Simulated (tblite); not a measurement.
# C6H11O2: the cost of one run

Computed with tblite 0.8.0 and PySCF 2.14.0, with density-fitted response routines of our own, on a single molecule in the gas phase. Atoms count from 0, in the outputs and in this text.

## (1) The starting structure

19 atoms, charge 0, multiplicity 2; geometry from: force field or distance geometry start.

Bonds of the start (Å): C0–C1 1.51, C1–C2 1.47, C2–O3 1.23, C1–O4 1.38, O4–C5 1.39, C5–C6 1.50, C5–C7 1.53, C0–H8 1.12, C0–H9 1.12, C0–H10 1.12, C2–H11 1.11, C5–H12 1.09, C6–H13 1.12, C6–H14 1.11, C6–H15 1.11, C7–H16 1.11, C7–H17 1.09, C7–H18 1.09.

## (2) Relaxing the molecule with GFN2-xTB

Job settings and geometry (Å):

```
{"job": {"kind": "relax", "xc": "GFN2-xTB", "basis": "xTB"}, "charge": 0, "multiplicity": 2}
C     -2.445800    -0.606000     0.592500
C     -1.318000     0.006500    -0.197600
C     -1.743800     1.310300    -0.732000
O     -2.109300     2.258100    -0.045700
O     -0.138900     0.031400     0.527200
C      0.983500    -0.214700    -0.254200
C      1.794400    -1.385300     0.219700
C      1.903100     0.999100    -0.142100
H     -2.105900    -1.041300     1.569800
H     -3.237800     0.139100     0.871900
H     -2.963600    -1.383000    -0.032800
H     -1.782900     1.503300    -1.821100
H      0.751000    -0.394700    -1.301800
H      1.886600    -2.148600    -0.592500
H      1.400300    -1.870400     1.133300
H      2.829700    -1.075700     0.473700
H      1.605600     1.537400     0.782000
H      2.943500     0.679000    -0.062000
H      1.738500     1.664500    -0.995700
```

On the command line:

```sh
> OMP_NUM_THREADS=1 python probes_run.py task.json out
```

This one command runs all jobs of the session in turn.

**Question.** How long does this first job take on 1 thread of Arm Neoverse N1, shared host?

About 1.4 s.
